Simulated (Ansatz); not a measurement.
# C2H5F3GeO: a ladder of functionals and wavefunction methods

One table from this session's results is given with a row withheld; the runs are named, their logs left out.

The runs use Ansatz 0.2.0, Gaussian basis; functionals in def2-TZVPP, the program's frozen cores in correlated methods.

Plan: LDA (SPW92), PBE-D4, revPBE-D4, BLYP-D4, r2SCAN-D4, B97M-V, PBE0-D4, B3LYP-D4, r2SCANh-D4, r2SCAN0-D4, HSE06-D4, BHLYP-D4, CAM-B3LYP-D4, LC-ωPBE, ωB97X-V, ωB97M-V, B2PLYP, PBE-QIDH; CCSD(T)/def2-SVP; MP2/def2-TZVPP; MP2/def2-QZVPP; RPA on PBE.

### The geometry

The geometry comes from an earlier relaxation with PBE0-D4 in a triple-zeta def2 set; it is a stationary point, not always the lowest conformer.

SMILES `FC(F)(F)C[O][GeH3]`, 12 atoms, charge 0, spin multiplicity 1.

Atoms are counted from 1 here; the program's logs count them from 0.

Bond lengths: F1–C2 1.342 Å, C2–F3 1.334 Å, C2–F4 1.334 Å, C2–C5 1.514 Å, C5–O6 1.390 Å, C5–H8 1.099 Å, C5–H9 1.099 Å, O6–Ge7 1.787 Å, Ge7–H10 1.528 Å, Ge7–H11 1.539 Å, Ge7–H12 1.539 Å. Angles: F1–C2–F3 107.7°, F1–C2–F4 107.7°, F1–C2–C5 109.4°, F3–C2–F4 107.7°, F3–C2–C5 112.1°, F4–C2–C5 112.1°, C2–C5–O6 109.0°, C2–C5–H8 106.7°, C2–C5–H9 106.7°, O6–C5–H8 112.9°, O6–C5–H9 113.0°, H8–C5–H9 108.2°, C5–O6–Ge7 119.0°, O6–Ge7–H10 104.2°, O6–Ge7–H11 108.2°, O6–Ge7–H12 108.1°, H10–Ge7–H11 112.8°, H10–Ge7–H12 112.8° and more.

The first run:

File in.yaml:

```yaml
crystal:
  periodic: [false, false, false]
  atoms:
    - {symbol: F, position_ang: [-1.593691, -1.233793, 2.117096]}
    - {symbol: C, position_ang: [-1.314702, -1.130023, 0.808564]}
    - {symbol: F, position_ang: [-2.438902, -0.780742, 0.181137]}
    - {symbol: F, position_ang: [-0.966554, -2.341326, 0.371289]}
    - {symbol: C, position_ang: [-0.210921, -0.113461, 0.607592]}
    - {symbol: O, position_ang: [0.070454, -0.012943, -0.749403]}
    - {symbol: Ge, position_ang: [1.370208, 1.090845, -1.284574]}
    - {symbol: H, position_ang: [-0.567996, 0.830673, 1.041907]}
    - {symbol: H, position_ang: [0.647736, -0.459637, 1.199651]}
    - {symbol: H, position_ang: [1.397243, 0.931002, -2.803658]}
    - {symbol: H, position_ang: [1.002022, 2.518403, -0.841821]}
    - {symbol: H, position_ang: [2.682204, 0.645799, -0.613681]}
basis:
  gaussian: {orbitals: def2-TZVPP}
hamiltonian: {xc: lda}
output: {orbitals: {seedname: orbitals}}
```

The run is started by

```
$ ansatz run in.yaml --threads 4 --pin off --events-out ev --progress --plain --max-ram 11315MiB
```

Among the steps run: LDA; PBE-D4 (GGA); revPBE-D4 (GGA); BLYP-D4 (GGA); r2SCAN-D4 (meta-GGA); B97M-V (meta-GGA); PBE0-D4 (hybrid); B3LYP-D4 (hybrid); r2SCANh-D4 (hybrid); r2SCAN0-D4 (hybrid); HSE06-D4 (hybrid); BHLYP-D4 (hybrid); CAM-B3LYP-D4 (range-separated); LC-ωPBE (range-separated); ωB97X-V (range-separated); ωB97M-V (range-separated); B2PLYP (double hybrid); PBE-QIDH (double hybrid).

One of the session's tables, all rows but one given; the rest of the session is left out.

It belongs to the step «Orbital energies across the functionals». 

| functional | HOMO (eV) | gap (eV) |
| --- | --- | --- |
| LDA (SPW92) | -6.94 | 5.57 |
| PBE-D4 | ? | ? |
| revPBE-D4 | -6.75 | 5.85 |
| BLYP-D4 | -6.74 | 5.79 |
| r2SCAN-D4 | -7.18 | 6.47 |
| B97M-V | -7.35 | 6.47 |
| PBE0-D4 | -8.42 | 8.24 |
| B3LYP-D4 | -8.19 | 7.76 |
| r2SCANh-D4 | -7.78 | 7.37 |
| r2SCAN0-D4 | -8.68 | 8.70 |
| HSE06-D4 | -8.01 | 7.46 |
| BHLYP-D4 | -9.98 | 10.64 |
| CAM-B3LYP-D4 | -9.88 | 10.67 |
| LC-ωPBE | -11.19 | 13.24 |
| ωB97X-V | -10.89 | 12.76 |
| ωB97M-V | -10.80 | 12.41 |

**Question.** Estimate the row for PBE-D4.

The run gave: HOMO (eV): -6.81; gap (eV): 5.76. In the column «HOMO (eV)» it lies between LDA (SPW92) (-6.94) and revPBE-D4 (-6.75).
